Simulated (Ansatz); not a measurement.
**Bismuth, simple cubic: r²SCAN0 at the r²SCAN geometry**

Aim: see what exact exchange does to the levels, and what it costs. Spin polarisation is left out. The geometry was relaxed under r²SCAN beforehand and is kept. Exact exchange is dear, so the k-mesh is coarse, and r²SCAN is run on the same mesh for comparison.

Method: DFT, plane waves (500 eV) with PBE-made PAW files, scalar-relativistic; functionals as named at each step, in Ansatz 0.2.0.

**1. The starting structure**

It takes space group Pm-3m (No. 221, cubic). The conventional cell has a = 3.252 Å, b = 3.252 Å, c = 3.252 Å, α = 90.00°, β = 90.00°, γ = 90.00°. Bi (site symmetry m-3m) has 6 Bi at 3.25 Å as nearest neighbours.

As a file:

```
CELL_PARAMETERS angstrom
3.25218 0.00000 0.00000
0.00000 3.25218 0.00000
0.00000 0.00000 3.25218
ATOMIC_POSITIONS crystal
Bi 0.00000 0.00000 0.00000
```

**2. r²SCAN on the coarse mesh**

The run with r²SCAN.

Contents of input.yaml:

```yaml
crystal:
  lattice:
    - [3.2521762864, 0.0, 0.0]
    - [0.0, 3.2521762864, 0.0]
    - [0.0, 0.0, 3.2521762864]
  atoms:
    - { symbol: Bi, position: [0.0, 0.0, 0.0] }
hamiltonian:
  xc: r2scan
  pseudopotentials:
    kind: paw
    azcp:
      Bi: "pseudopotentials/Bi.paw.azcp"
basis:
  ecutwfc: 500
  fft_grid_basis: typed
kpoints:
  mp_grid: { grid: [5, 5, 5], shift: [0, 0, 0] }
magnetization:
  spin_polarized: false
scf:
  occupations: { method: fermi_dirac, width: 0.1 }
output:
  write_density: true
  write_potential: true
  elf: true
  volumetric_format: npy
```

Started as:

```bash
ansatz run input.yaml --threads 4 --pin off --max-ram 8192MiB --backend cpu --events-out ev --progress --plain --runs-dir out
```

**3. r²SCAN0, coarse mesh**

The run with r²SCAN0.

Changes to input.yaml since step 2:

```diff
@@ -8,3 +8,3 @@
 hamiltonian:
-  xc: r2scan
+  xc: r2scan0
   pseudopotentials:
@@ -22,6 +22 @@
   occupations: { method: fermi_dirac, width: 0.1 }
-output:
-  write_density: true
-  write_potential: true
-  elf: true
-  volumetric_format: npy
```

(Steps that only read results are left out.)

**Question.** What will these runs give? Wanted: r²SCAN: gap; r²SCAN0: gap; r²SCAN0: relative to A7 rhombohedral.

The runs gave:

| quantity | value |
| --- | --- |
| r²SCAN: gap | none (levels filled in part) |
| r²SCAN0: gap | none (levels filled in part) |
| r²SCAN0: SCF cycles, exchange loops | 18, 2 |
| r²SCAN0: CPU time over that of r²SCAN | 10 |
| r²SCAN0: relative to A7 rhombohedral | +121 meV/atom |

**Reading.** Both r²SCAN and r²SCAN0 leave levels filled in part. r²SCAN0 cost 10 times the CPU time of r²SCAN. r²SCAN0 needed 2 outer loops of the exchange operator. The dense-mesh value adds -103.7 meV/atom, the change that r²SCAN shows between the coarse mesh and its own dense run (not shown). Under r²SCAN0 it lies 121 meV/atom above A7 rhombohedral (computed apart in the same way); on such meshes a few tens of meV are uncertain for metals. Absolute energies differ from functional to functional, by eV per atom at times, and say nothing by themselves.
